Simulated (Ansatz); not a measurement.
# ClFGaH3OSi: the cost of one run

All numbers below are computed with Ansatz 0.2.0 (RKS LDA/def2-SVP).

## Step 1: The structure to begin with

Bond lengths: F1–Ga2 1.760 Å, Ga2–Cl3 2.064 Å, Ga2–O4 1.736 Å, O4–Si5 1.650 Å, Si5–H6 1.464 Å, Si5–H7 1.466 Å, Si5–H8 1.464 Å. Angles: F1–Ga2–Cl3 123.5°, F1–Ga2–O4 113.6°, Cl3–Ga2–O4 122.9°, Ga2–O4–Si5 144.2°, O4–Si5–H6 110.4°, O4–Si5–H7 106.2°, O4–Si5–H8 100.2°, H6–Si5–H7 111.9°, H6–Si5–H8 113.5°, H7–Si5–H8 113.8°.

As a file:

```xyz
8

F     0.0697   -1.4780    2.1254
Ga    1.1157   -1.0944    0.7635
Cl    2.9847   -1.9271    0.4931
O     0.4415    0.0838   -0.3186
Si   -0.9206    0.9414   -0.6825
H    -1.6728    1.2468    0.5361
H    -1.6937    0.1062   -1.6064
H    -0.3245    2.1212   -1.3106
```

## Step 2: Relaxing end A

Contents of input.yaml:

```yaml
crystal:
  periodic: [false, false, false]
  atoms:
    - { symbol: F, position_ang: [0.06971, -1.47798, 2.12541] }
    - { symbol: Ga, position_ang: [1.11566, -1.09436, 0.76353] }
    - { symbol: Cl, position_ang: [2.98472, -1.9271, 0.49306] }
    - { symbol: O, position_ang: [0.4415, 0.08384, -0.31863] }
    - { symbol: Si, position_ang: [-0.92058, 0.94139, -0.68245] }
    - { symbol: H, position_ang: [-1.67283, 1.24676, 0.53612] }
    - { symbol: H, position_ang: [-1.69367, 0.10623, -1.60644] }
    - { symbol: H, position_ang: [-0.32451, 2.12123, -1.31061] }
basis:
  gaussian: { orbitals: def2-SVP }
hamiltonian:
  xc: lda
relax:
  f_tol: 0.015
  max_steps: 40
```

Started as:

```bash
ansatz run input.yaml --threads 2 --pin off --max-ram 3072MiB --backend cpu --events-out ev --progress --plain --runs-dir out
```

What time and memory should one allow on 2 threads of Intel Xeon 6975P-C (Granite Rapids), shared host?

About 11 s, with a peak of 0.2 GiB.
